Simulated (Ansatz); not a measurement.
# Os: the cost of one run

Program: Ansatz 0.2.0. Level of theory: DFT PBEsol, scalar-relativistic. These are calculated values, not measurements.

## (1) Starting point

It takes space group Fm-3m (No. 225, cubic). The conventional cell has a = 3.890 Å, b = 3.890 Å, c = 3.890 Å, α = 90.00°, β = 90.00°, γ = 90.00°. Os (site symmetry m-3m) has 12 Os at 2.75 Å as nearest neighbours.

Structure file:

```xyz
1
Lattice="0.0000 1.9450 1.9450 1.9450 0.0000 1.9450 1.9450 1.9450 0.0000" Properties=species:S:1:pos:R:3 pbc="T T T"
Os    0.0000    0.0000    0.0000
```

## (2) After the deformation

Space group Fm-3m before, I4/mmm after.

## (3) Full-potential LAPW

File input.yaml:

```yaml
crystal:
  lattice:
    - [0.0, 1.9839, 1.945]
    - [1.9839, 0.0, 1.945]
    - [1.9839, 1.9839, 0.0]
  atoms:
    - { symbol: Os, position: [0.0, 0.0, 0.0] }
kpoints:
  mp_grid: { grid: [14, 14, 14] }
  band_path:
    path:
      - [0.0, 0.0, 0.0]
      - [0.0, 0.5, 0.5]
      - [0.25, 0.75, 0.5]
      - [0.0, 0.5, 0.0]
      - [0.0, 0.0, 0.0]
      - [0.5, 0.5, 0.0]
      - [0.38005, 0.61995, 0.0]
      - [-0.38005, 0.38005, 0.0]
      - [0.0, 0.0, 0.0]
    npoints: 5
scf:
  occupations: { method: fermi_dirac, width: 0.03 }
hamiltonian:
  xc: pbesol
  pseudopotentials: { kind: all_electron, lapw: { basis_error: 0.00025 } }
output:
  forces: true
  stress: true
  eigenvalues: true
```

On the command line:

```console
> ansatz run input.yaml --threads 1 --pin off --max-ram 3072MiB --backend cpu --events-out ev --progress --plain --runs-dir out
```

What time and memory should one allow on 1 thread of Intel Xeon 6975P-C (Granite Rapids), shared host?

About 28 s, with a peak of 0.59 GiB.
